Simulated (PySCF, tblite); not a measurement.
**C₄H₁₃OPSi₂: geometry, infrared bands and NMR shifts**

What infrared bands and NMR shifts should C₄H₁₃OPSi₂ (`O=C(CC[SiH3])C[SiH2]P`) show?

Programs: tblite 0.8.0 and PySCF 2.14.0, with density-fitted response routines of our own. Each step states its level of theory. These are calculated values for one molecule in the gas phase, unless marked as measured. Atoms count from 0, in the outputs and in this text.

### Step 1. The starting structure

21 atoms, charge 0, multiplicity 1; geometry from: force field or distance geometry start.

Bonds of the start (Å): O0–C1 1.24, C1–C2 1.49, C2–C3 1.53, C3–Si4 1.87, C1–C5 1.49, C5–Si6 1.88, Si6–P7 2.21, C2–H8 1.11, C2–H9 1.12, C3–H10 1.11, C3–H11 1.15, Si4–H12 1.46, Si4–H13 1.47, Si4–H14 1.49, C5–H15 1.10, C5–H16 1.11, Si6–H17 1.48, Si6–H18 1.49, P7–H19 1.45, P7–H20 1.47.

### Step 2. Optimising the geometry with GFN2-xTB

Job settings and geometry (Å):

```
{"job": {"kind": "relax", "xc": "GFN2-xTB", "basis": "xTB"}, "charge": 0, "multiplicity": 1}
O     -0.566200    -0.798000    -1.636200
C     -0.134500    -0.094600    -0.706900
C     -0.881100     0.091900     0.570600
C     -2.259000    -0.560900     0.531700
Si    -3.354100     0.171500    -0.796700
C      1.202300     0.506300    -0.960000
Si     2.254100    -0.007200     0.508300
P      4.200600     1.033000     0.596100
H     -1.008800     1.164500     0.826000
H     -0.303600    -0.447600     1.367000
H     -2.709200    -0.480900     1.546700
H     -2.163600    -1.691400     0.367300
H     -3.021800    -0.508300    -2.050000
H     -3.107500     1.621000    -0.841600
H     -4.781500    -0.061700    -0.440400
H      1.689000     0.098300    -1.854100
H      1.160600     1.614400    -1.054100
H      2.459600    -1.468100     0.548600
H      1.504900     0.391900     1.726800
H      5.173000     0.360500    -0.245600
H      4.637600     1.023600     1.995900
```

The run is started by

```
> OMP_NUM_THREADS=1 python probes_run.py task.json out
```

This one command runs all jobs of the session in turn.

**Question.** This job is followed by: GFN2-xTB harmonic vibrations, gas phase; GIAO PBE0/pcSseg-1 NMR shielding, non-relativistic, gas phase. What will the session give for the following? strongest single infrared mode (GFN2-xTB); zero-point energy (GFN2-xTB); ¹³C shifts against TMS (PBE0/pcSseg-1); ¹H shifts against TMS (PBE0/pcSseg-1, means over atoms taken as alike); ¹⁷O shifts against H2O (PBE0/pcSseg-1); ²⁹Si shifts against TMS (PBE0/pcSseg-1); ³¹P shifts against H3PO4 (PBE0/pcSseg-1); surface potential, 1st and 99th percentile.

The runs gave:

| quantity | value |
| --- | --- |
| strongest single infrared mode (GFN2-xTB) | 2126 cm⁻¹, 514 km/mol |
| zero-point energy (GFN2-xTB) | 94.3 kcal/mol |
| ¹³C shifts against TMS (PBE0/pcSseg-1) | 219.3, 41.8, 36.4, 7.4 ppm |
| ¹H shifts against TMS (PBE0/pcSseg-1, means over atoms taken as alike) | 4.46, 4.10, 2.64, 2.36, 1.24, 0.74 ppm |
| ¹⁷O shifts against H2O (PBE0/pcSseg-1) | 609.3 ppm |
| ²⁹Si shifts against TMS (PBE0/pcSseg-1) | -43.3, -77.2 ppm |
| ³¹P shifts against H3PO4 (PBE0/pcSseg-1) | -302.2 ppm |
| surface potential, 1st and 99th percentile | -1.40 V and 1.25 V |

What this shows: Relaxing lowered the energy by 1.234 eV in 260 steps; the close pair that moved most is P7–H20, from 1.466 to 1.382 Å. No mode is imaginary among the 57: a minimum at this level. The strongest single mode, at 2126 cm⁻¹, moves mainly H14. GFN2-xTB is a fitted tight-binding method: band positions and strengths are rough. Its intensities can rank the bands wrongly. The most deshielded carbon is C1 (ketone carbonyl carbon), at 219.3 ppm: low-lying n→π* states of the double bond to the heteroatom give a large paramagnetic term (-288 ppm). At PBE0/pcSseg-1: The widest tensor belongs to O0: span 1110 ppm, with a paramagnetic part of -679 ppm. By nearest atom (PBE0/pcSseg-1), the HOMO sits on O0 43 %; H14 15 % and the LUMO on C1 39 %; O0 25 %.
